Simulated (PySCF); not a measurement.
# CH10B2NP: the cost of one run

Computed with PySCF 2.14.0, with density-fitted response routines of our own, on a single molecule in the gas phase. Atoms are numbered from 0 throughout.

### 1 Starting geometry

15 atoms, charge 0, multiplicity 1; geometry from: GFN2-xTB. The atoms were then displaced at random by about 0.01 Å, so the start is not that level's minimum.

Bonds of the start (Å): B0–N1 1.35, N1–C2 1.46, C2–B3 1.69, B3–P4 1.90, B0–H5 1.18, B0–H6 1.19, N1–H7 1.00, C2–H8 1.07, C2–H9 1.08, B3–H10 1.16, B3–H11 1.20, P4–H12 1.36, P4–H13 1.38, P4–H14 1.39.

### 2 Geometry optimisation at PBE0-D3(BJ)/def2-SVP

What the job is given:

```
{"job": {"xc": "PBE0", "basis": "def2-SVP", "d3": "d3bj", "grid": 1, "shake": 0.01, "kind": "geom"}, "charge": 0, "multiplicity": 1}
B     -1.659870     1.083140     0.482340
N     -1.279140    -0.170780     0.170250
C     -0.721190    -0.663320    -1.084550
B      0.889210    -1.134470    -0.879350
P      1.656670     0.369050     0.003360
H     -2.097040     1.338320     1.552910
H     -1.579680     1.952760    -0.333140
H     -1.324420    -0.902790     0.850570
H     -1.323350    -1.480660    -1.425760
H     -0.786470     0.142480    -1.800020
H      1.449190    -1.274740    -1.885950
H      1.002920    -2.054470    -0.119890
H      2.998390     0.437850     0.224670
H      1.503450     1.624980    -0.557050
H      1.256010     0.715250     1.288730
```

Launch:

```console
> OMP_NUM_THREADS=1 python probes_run.py task.json out
```

One launch serves the whole session: the jobs run in the order shown.

**Question.** How long does this first job take on 1 thread of Intel Xeon 6975P-C, shared host, and how much memory does it need?

About 25 s, with a peak of 0.53 GiB.
